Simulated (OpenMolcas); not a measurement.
**singlet GeH2Cl+: levels of theory compared**

Aim: a comparison of 6 runs (B3LYP/6-31G*, BHLYP/def2-TZVPP, M06-2X/def2-TZVPP, M06-L/def2-TZVPP, TPSS/def2-TZVPP, MP2/def2-TZVPP) of singlet GeH2Cl+. 

The calculation is run with OpenMolcas 26.06.

1 further run of the same task is left out (set aside as unsound or not needed).

## Step 1: Starting point

GeH2Cl+: 4 atoms, total charge +1, spin state singlet. SMILES of the parent species: `[Cl][GeH2]`. The coordinates come from a PBE0-D4/def2-TZVP relaxation. That shape belongs to the parent species and isn't relaxed for this state.

Bond lengths: Cl1–Ge2 2.156 Å, Ge2–H3 1.546 Å, Ge2–H4 1.546 Å. Angles: Cl1–Ge2–H3 106.8°, Cl1–Ge2–H4 106.8°, H3–Ge2–H4 112.3°.

## Step 2: The energy at B3LYP/6-31G(d) (Cartesian functions) (run 1)

job.inp

```
>>> EXPORT MOLCAS_PRINT=2
&GATEWAY
BasLib=$CurrDir
Coord
4
bohr
Cl    -2.95345296     0.57674441     1.87744290
Ge     0.20163378    -0.85245545    -0.26758522
H      0.13738309     0.49057290    -2.86142330
H      2.61424712    -0.21486186     1.25156561
Basis=6-31Gs
Group=NoSym
&SEWARD
GridInput
Grid=UltraFine
End of Grid
&SCF
Charge=1
KSDFT=B3LYP
Thresholds=1e-10 1e-07 1e-07 1e-05
PrOrbitals=1
```

The basis set 6-31G* is read from a file made from the Basis Set Exchange's data (not shown).

Started as:

```
$ export MOLCAS_MEM=1860
$ pymolcas job.inp > job.log
```

What it wrote:

```text
--- Start Module: gateway ---
[...]
--- Stop Module: gateway /rc=_RC_ALL_IS_WELL_ ---
--- Start Module: seward ---
[...]
      Basis functions           58
--- Stop Module: seward /rc=_RC_ALL_IS_WELL_ ---
[...]
--- Start Module: scf ---
[...]
       Convergence after  21 Iterations
[...]
::    Total KS-DFT energy                           -2537.8302777325
[...]
      Total spin, S                                     0.0000000000
[...]
      Total electronic charge=   50.000000
      Total            charge=    1.000000
[...]
      Dipole Moment (debye):
      Origin of the operator (angstrom)=   -0.4084   -0.2031    0.2111
                   X=  2.3380E+00               Y= -1.2107E+00               Z= -1.6155E+00           Total=  3.0890E+00
      Center of Charge (angstrom)
[...]
--- Stop Module: scf /rc=_RC_ALL_IS_WELL_ ---
[...]
```

Wall time 21 s (1 thread of AMD EPYC 7R43 (Zen 3), shared host); peak memory 0.39 GiB.

## Step 3: A single-point energy at BHLYP/def2-TZVPP (run 2)

mol.inp

```
&GATEWAY
BasLib=$CurrDir
Coord
4
angstrom
Cl      -1.562900       0.305200       0.993500
Ge       0.106700      -0.451100      -0.141600
H        0.072700       0.259600      -1.514200
H        1.383400      -0.113700       0.662300
Basis=def2-TZVPP
Group=NoSym
&SEWARD
GridInput
Grid=UltraFine
End of Grid
&SCF
Charge=1
KSDFT=HYB_GGA_XC_BHANDHLYP
Thresholds=1e-10 1e-07 1e-07 1e-05
PrOrbitals=0
```

The basis set def2-TZVPP is read from a file made from the Basis Set Exchange's data (not shown).

Started as:

```
$ export MOLCAS_MEM=1860
$ pymolcas mol.inp > mol.log
```

What it wrote:

```text
--- Start Module: gateway ---
[...]
--- Stop Module: gateway /rc=_RC_ALL_IS_WELL_ ---
--- Start Module: seward ---
[...]
      Basis functions          118
--- Stop Module: seward /rc=_RC_ALL_IS_WELL_ ---
[...]
--- Start Module: scf ---
[...]
       Convergence after  18 Iterations
[...]
::    Total KS-DFT energy                           -2538.0612336529
[...]
      Total spin, S                                     0.0000000000
[...]
      Total electronic charge=   50.000000
      Total            charge=    1.000000
[...]
      Dipole Moment (debye):
      Origin of the operator (angstrom)=   -0.4084   -0.2031    0.2111
                   X=  2.4756E+00               Y= -1.4979E+00               Z= -1.7476E+00           Total=  3.3803E+00
      Center of Charge (angstrom)
[...]
--- Stop Module: scf /rc=_RC_ALL_IS_WELL_ ---
[...]
```

Wall time 61 s (1 thread of AMD EPYC 7R43 (Zen 3), shared host); peak memory 0.73 GiB.

Runs 3 to 5 aren't shown in full; the table further down has their settings and results.

## Step 4: The energy at MP2/def2-TZVPP (run 6)

mol.xyz

```xyz
4

Cl    -1.562900     0.305200     0.993500
Ge     0.106700    -0.451100    -0.141600
H      0.072700     0.259600    -1.514200
H      1.383400    -0.113700     0.662300
```

run.input

```
* ClGeH2 MP2

&GATEWAY
 BASLIB = $CurrDir
 COORD = mol.xyz
 BASIS = def2-TZVPP
 GROUP = NoSym

&SEWARD

&SCF
 CHARGE = 1
 THRESHOLDS = 1e-10 1e-07 1e-07 1e-05
 PRORBITALS = 0

&MBPT2
 FROZEN = 14
```

The basis set def2-TZVPP is read from a file made from the Basis Set Exchange's data (not shown).

Started as:

```
$ export MOLCAS_MEM=1860
$ pymolcas run.input > run.log
```

What it wrote:

```text
--- Start Module: gateway ---
[...]
--- Stop Module: gateway /rc=_RC_ALL_IS_WELL_ ---
[...]
      Basis functions          118
[...]
--- Start Module: scf ---
[...]
       Convergence after  20 Iterations
[...]
::    Total SCF energy                              -2535.7311359922
[...]
      Total spin, S                                     0.0000000000
[...]
      Total electronic charge=   50.000000
      Total            charge=    1.000000
[...]
      Dipole Moment (debye):
      Origin of the operator (angstrom)=   -0.4084   -0.2031    0.2111
                   X=  2.7633E+00               Y= -1.9158E+00               Z= -1.9925E+00           Total=  3.9085E+00
      Center of Charge (angstrom)
[...]
--- Stop Module: scf /rc=_RC_ALL_IS_WELL_ ---
[...]
--- Start Module: mbpt2 ---
[...]
WARNING!
Default frozen orbitals as non valence orbitals is overwritten by user input.
Default values:  19
[...]
       Reference weight ( Cref**2 )         =        0.87910
::    Total MBPT2 energy                            -2536.1512133279
[...]
      Total MBPT2 calculations                           0.89      1.00
--- Stop Module: mbpt2 /rc=_RC_ALL_IS_WELL_ ---
[...]
```

Wall time 31 s (1 thread of AMD EPYC 7R43 (Zen 3), shared host); peak memory 0.73 GiB.

## Step 5: All runs side by side

| run | level | Cartesian functions | integration grid | energy (Eh) | HOMO energy (eV) | LUMO energy (eV) | HOMO–LUMO gap (eV) | wall time |
| --- | --- | --- | --- | --- | --- | --- | --- | --- |
| 1 | B3LYP/6-31G* (Cartesian functions) | yes | UltraFine | -2537.830278 | -14.97 | -11.51 | 3.46 | 21 s |
| 2 | BHLYP/def2-TZVPP | no | UltraFine | -2538.061234 | -16.41 | -10.36 | 6.05 | 61 s |
| 3 | M06-2X/def2-TZVPP | no | UltraFine | -2538.069210 | -16.47 | -10.30 | 6.18 | 79 s |
| 4 | M06-L/def2-TZVPP | no | UltraFine | -2538.031271 | -14.07 | -11.80 | 2.27 | 58 s |
| 5 | TPSS/def2-TZVPP | no | UltraFine | -2538.084146 | -14.03 | -11.92 | 2.11 | 86 s |
| 6 | MP2/def2-TZVPP | no | – | -2536.151213 | -18.30 | -7.93 | 10.37 | 31 s |

## Step 6: Results

```
                                           quantity           value
                                run 6: total energy  -2536.15121 Eh
         run 6: HOMO energy (Hartree–Fock orbitals)       -18.30 eV
         run 6: LUMO energy (Hartree–Fock orbitals)        -7.93 eV
       run 6: HOMO–LUMO gap (Hartree–Fock orbitals)        10.37 eV
run 6: correlation energy (14 core orbitals frozen)      -420.1 mEh
```

In words: Over runs 1, 2, 3, 4, 5 the HOMO–LUMO gap runs from 2.11 eV (TPSS/def2-TZVPP) to 6.18 eV (M06-2X/def2-TZVPP). Totals of different functionals can't be ranked against each other. All runs together took 5.6 min, the longest 86 s.
